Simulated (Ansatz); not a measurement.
What does this script print? It uses the Python package of Ansatz (0.2.0).

`torsion_ch5aln2o.py`:
```python
'''Rigid torsion scan of CH5AlN2O.'''

import ansatz as az
from ase import Atoms

BASIS = 'def2-SVP'
FUNCTIONAL = 'cam_b3lyp'
FORCE_TOL = 0.02

atoms = Atoms(['C', 'N', 'Al', 'N', 'O', 'H', 'H', 'H', 'H', 'H'], positions=[
    (-1.1965, 0.3966, -1.5299),
    (0.0232, 0.304, -1.4359),
    (0.8292, -0.2327, 0.1741),
    (-0.1252, -0.5859, 1.7313),
    (2.6887, -0.4104, 0.2505),
    (-1.9056, 0.2661, -0.7019),
    (-1.6469, 0.7545, -2.4839),
    (-0.8438, -1.3217, 1.4573),
    (-0.7477, 0.285, 1.972),
    (3.0078, 0.4934, 0.5694),
])

# relax first, so that the scan starts from a minimum
first = (
    az.Crystal.molecule_from_ase(atoms).calculation()
    .basis(gaussian=BASIS)
    .functional(FUNCTIONAL)
    .relax(force_tolerance=FORCE_TOL, max_steps=80)
)
atoms.positions = first.run(threads=1, backend='cpu').report['positions_ang']

start = atoms.get_dihedral(1, 2, 3, 7)
energies = {}
for turn in range(0, 360, 30):
    turned = atoms.copy()
    turned.set_dihedral(1, 2, 3, 7, start + turn, indices=[3, 7, 8])
    model = (
        az.Crystal.molecule_from_ase(turned).calculation()
        .basis(gaussian=BASIS)
        .functional(FUNCTIONAL)
    )
    energies[round((start + turn) % 360)] = model.run(threads=1, backend='cpu').report['free_energy_ev']
floor = min(energies.values())
print('dihedral N1-Al2-N3-H7 (deg)   E - E(min) (kJ/mol)')
for angle, e in sorted(energies.items()):
    print(f'{angle:8d} {96.485332 * (e - floor):14.3f}  ' + '#' * int(30 * (e - floor) / max(max(energies.values()) - floor, 1e-9)))
```

```console
$ python torsion_ch5aln2o.py
dihedral N1-Al2-N3-H7 (deg)   E - E(min) (kJ/mol)
      28          4.446  #######
      58         13.289  ######################
      88         17.835  #############################
     118         13.237  ######################
     148          4.307  #######
     178          0.000
     208          4.379  #######
     238         13.271  ######################
     268         17.851  ##############################
     298         13.290  ######################
     328          4.402  #######
     358          0.104
```

The scan is rigid and the energies are electronic, in a modest basis. With rigid groups the curve can differ much from the relaxed path, the start wasn't checked as a minimum of this torsion, and equivalent turns needn't return to the same energy. Run time: 3.2 min on 1 thread of Arm Neoverse V1, with other jobs on the host, peak memory 0.31 GiB.
